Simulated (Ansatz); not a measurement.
# C₄H₈BF: up Jacob's ladder to CCSD(T)

The task here is to estimate one member of a computed series from the others.

Computed with Ansatz 0.2.0, Gaussian basis. Level: functionals in def2-TZVPP, the program's frozen cores in correlated methods.

Levels to be run: PBE-D4, r2SCAN-D4, PBE0-D4, B3LYP-D4, ωB97X-V, ωB97M-V, B2PLYP; CCSD(T)/def2-TZVPP; MP2/def2-QZVPP; extrapolation to the limit.

### The relaxed structure

The geometry comes from an earlier relaxation with PBE0-D4 in a triple-zeta def2 set; it is a stationary point, not always the lowest conformer.

SMILES `BC/C=C(/C)F`, 14 atoms, charge 0, spin multiplicity 1.

Atoms are counted from 1 here; the program's logs count them from 0.

Bond lengths: B1–C2 1.563 Å, B1–H7 1.194 Å, B1–H8 1.197 Å, C2–C3 1.496 Å, C2–H9 1.086 Å, C2–H10 1.087 Å, C3–C4 1.342 Å, C3–H11 1.082 Å, C4–C5 1.478 Å, C4–F6 1.336 Å, C5–H12 1.094 Å, C5–H13 1.093 Å, C5–H14 1.089 Å. Angles: C2–B1–H7 119.4°, C2–B1–H8 120.3°, H7–B1–H8 120.2°, B1–C2–C3 79.6°, B1–C2–H9 118.4°, B1–C2–H10 117.0°, C3–C2–H9 111.5°, C3–C2–H10 113.4°, H9–C2–H10 112.6°, C2–C3–C4 124.4°, C2–C3–H11 119.1°, C4–C3–H11 116.0°, C3–C4–C5 127.8°, C3–C4–F6 119.7°, C5–C4–F6 112.5°, C4–C5–H12 110.1°, C4–C5–H13 110.0°, C4–C5–H14 110.8° and more.

The first run:

in.yaml

```yaml
crystal:
  periodic: [false, false, false]
  atoms:
    - {symbol: B, position_ang: [-1.661180, 0.004203, -0.754558]}
    - {symbol: C, position_ang: [-0.937670, 1.389876, -0.745933]}
    - {symbol: C, position_ang: [0.224418, 0.476180, -0.514200]}
    - {symbol: C, position_ang: [0.525085, -0.082197, 0.668598]}
    - {symbol: C, position_ang: [1.554703, -1.103238, 0.952602]}
    - {symbol: F, position_ang: [-0.103955, 0.329557, 1.772972]}
    - {symbol: H, position_ang: [-2.179427, -0.393455, 0.245470]}
    - {symbol: H, position_ang: [-1.694518, -0.654359, -1.753869]}
    - {symbol: H, position_ang: [-0.840149, 1.928048, -1.684540]}
    - {symbol: H, position_ang: [-1.142231, 2.048079, 0.093965]}
    - {symbol: H, position_ang: [0.794748, 0.123612, -1.363812]}
    - {symbol: H, position_ang: [2.300225, -0.702821, 1.645515]}
    - {symbol: H, position_ang: [1.097146, -1.973400, 1.430633]}
    - {symbol: H, position_ang: [2.049605, -1.419385, 0.036056]}
basis:
  gaussian: {orbitals: def2-TZVPP}
hamiltonian: {xc: pbe, dispersion: d4}
output: {forces: true, orbitals: {seedname: orbitals}}
```

On the command line:

```sh
> ansatz run in.yaml --threads 4 --pin off --events-out ev --progress --plain --max-ram 10444MiB
```

Steps of the session up to this table: PBE-D4 (GGA); r2SCAN-D4 (meta-GGA); PBE0-D4 (hybrid); B3LYP-D4 (hybrid); ωB97X-V (range-separated); ωB97M-V (range-separated); B2PLYP (double hybrid); CCSD(T) in def2-TZVPP; MP2 in def2-QZVPP.

One of the session's tables, all rows but one given; the rest of the session is left out.

```
            method  atoms, summed (eV)  atomisation energy (kJ/mol)
            PBE-D4           -7604.494                       5767.1
         r2SCAN-D4           -7610.902                       5657.1
           PBE0-D4           -7606.242                       5674.1
          B3LYP-D4           -7616.173                       5625.9
           ωB97X-V           -7613.153                       5621.3
           ωB97M-V           -7611.932                       5637.9
            B2PLYP                   ?                            ?
     HF/def2-TZVPP           -7584.154                       4213.3
    MP2/def2-TZVPP           -7597.916                       5580.3
   CCSD/def2-TZVPP           -7601.030                       5397.3
CCSD(T)/def2-TZVPP           -7601.380                       5478.5
           MP2/CBS           -7600.508                       5699.1
       CCSD(T)/CBS           -7603.972                       5597.3
```

Estimate the missing values for B2PLYP.

As computed: atoms, summed (eV): -7609.693; atomisation energy (kJ/mol): 5570.7. In the column «atoms, summed (eV)» it lies between r2SCAN-D4 (-7610.902) and PBE0-D4 (-7606.242).

Limits of these values: Free atoms (1 B, 4 C, 1 F, 8 H) were run apart at each level; the atomisation energy is their sum less the molecule, without zero-point or spin-orbit terms.
